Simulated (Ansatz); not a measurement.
# C10H14: up Jacob's ladder to CCSD(T)

Aim: compute C10H14 with functionals from several rungs and with coupled cluster, and see how far each lands from CCSD(T) at the basis-set limit for the atomisation energy.

Computed with Ansatz 0.2.0, Gaussian basis. Level: functionals in def2-TZVPP, the program's frozen cores in correlated methods.

The runs, in order: PBE-D4, r2SCAN-D4, PBE0-D4, B3LYP-D4, ωB97X-V, ωB97M-V, B2PLYP; CCSD(T)/def2-TZVPP; MP2/def2-QZVPP; extrapolation to the limit.

**1. The geometry**

The geometry comes from an earlier relaxation with PBE0-D4 in a triple-zeta def2 set; it is a stationary point, not always the lowest conformer.

SMILES `CCCCc1ccccc1`, 24 atoms, charge 0, spin multiplicity 1.

Atoms are counted from 1 here; the program's logs count them from 0.

Bond lengths: C1–C2 1.520 Å, C1–H11 1.092 Å, C1–H12 1.092 Å, C1–H13 1.094 Å, C2–C3 1.523 Å, C2–H14 1.095 Å, C2–H15 1.097 Å, C3–C4 1.528 Å, C3–H16 1.097 Å, C3–H17 1.095 Å, C4–C5 1.500 Å, C4–H18 1.096 Å, C4–H19 1.094 Å, C5–C6 1.392 Å, C5–C10 1.392 Å, C6–C7 1.386 Å, C6–H20 1.086 Å, C7–C8 1.387 Å and more. Angles: C2–C1–H11 112.0°, C2–C1–H12 111.2°, C2–C1–H13 111.0°, H11–C1–H12 107.3°, H11–C1–H13 107.6°, H12–C1–H13 107.6°, C1–C2–C3 114.1°, C1–C2–H14 109.1°, C1–C2–H15 109.6°, C3–C2–H14 108.6°, C3–C2–H15 109.2°, H14–C2–H15 106.0°, C2–C3–C4 114.0°, C2–C3–H16 109.6°, C2–C3–H17 109.5°, C4–C3–H16 108.9°, C4–C3–H17 108.5°, H16–C3–H17 106.0° and more.

**2. PBE-D4 (GGA)**

File in.yaml:

```yaml
crystal:
  periodic: [false, false, false]
  atoms:
    - {symbol: C, position_ang: [-0.052288, -3.429878, 0.822304]}
    - {symbol: C, position_ang: [-1.226880, -2.469321, 0.731228]}
    - {symbol: C, position_ang: [-0.906611, -1.160892, 0.021542]}
    - {symbol: C, position_ang: [0.114383, -0.290722, 0.752945]}
    - {symbol: C, position_ang: [0.359317, 1.009557, 0.047265]}
    - {symbol: C, position_ang: [1.353106, 1.119920, -0.920665]}
    - {symbol: C, position_ang: [1.551767, 2.307394, -1.608016]}
    - {symbol: C, position_ang: [0.755723, 3.410137, -1.336693]}
    - {symbol: C, position_ang: [-0.237372, 3.314709, -0.373210]}
    - {symbol: C, position_ang: [-0.431421, 2.124322, 0.310176]}
    - {symbol: H, position_ang: [0.765809, -3.019543, 1.418761]}
    - {symbol: H, position_ang: [-0.348957, -4.374194, 1.284235]}
    - {symbol: H, position_ang: [0.345008, -3.657403, -0.171350]}
    - {symbol: H, position_ang: [-2.050673, -2.960322, 0.202837]}
    - {symbol: H, position_ang: [-1.601466, -2.250450, 1.738281]}
    - {symbol: H, position_ang: [-0.536241, -1.370620, -0.989018]}
    - {symbol: H, position_ang: [-1.826760, -0.581461, -0.108267]}
    - {symbol: H, position_ang: [-0.245928, -0.096345, 1.769136]}
    - {symbol: H, position_ang: [1.059761, -0.831372, 0.852136]}
    - {symbol: H, position_ang: [1.982969, 0.261857, -1.134615]}
    - {symbol: H, position_ang: [2.334437, 2.373312, -2.355488]}
    - {symbol: H, position_ang: [0.911473, 4.340673, -1.870153]}
    - {symbol: H, position_ang: [-0.861354, 4.172771, -0.149586]}
    - {symbol: H, position_ang: [-1.207813, 2.057880, 1.066214]}
basis:
  gaussian: {orbitals: def2-TZVPP}
hamiltonian: {xc: pbe, dispersion: d4}
output: {forces: true, orbitals: {seedname: orbitals}}
```

Further steps of the session: r2SCAN-D4 (meta-GGA); PBE0-D4 (hybrid); B3LYP-D4 (hybrid); ωB97X-V (range-separated); ωB97M-V (range-separated); B2PLYP (double hybrid); CCSD(T) in def2-TZVPP; MP2 in def2-QZVPP.

Before running them: what should the planned runs give, taken together? Wanted: atomisation energy, CCSD(T)/CBS; farthest; mean size of error, hybrid; mean size of error, range-separated; gap, smallest and largest; T1 diagnostic; triples share of the correlation energy.

The runs gave:

| quantity | value |
| --- | --- |
| atomisation energy, CCSD(T)/CBS | 110.292 eV |
| functionals within 0.551 eV (0.5 %) | B3LYP-D4, ωB97X-V, ωB97M-V |
| farthest | PBE-D4 (+3.311 eV) |
| mean size of error, hybrid | 1.071 eV |
| mean size of error, range-separated | 0.374 eV |
| gap, smallest and largest | 4.92 eV (PBE-D4), 11.03 eV (ωB97X-V) |
| T1 diagnostic | 0.0095 |
| triples share of the correlation energy | 4.6 % |

**Reading.** PBE-D4 is off by +3.311 eV. Double hybrids carry the basis error of their MP2 part in triple zeta, and no dispersion term here, so their miss is partly the set-up's. Misses under about 0.551 eV are within the doubt on the reference itself, which lacks core-valence correlation, relativity and higher excitations. Hartree-Fock recovers 75 % of the binding; the rest is correlation. The gap grows from 4.9 to 11.0 eV across the functionals, mostly with the share of exact exchange. The restricted reference is unstable towards a spin-broken one.
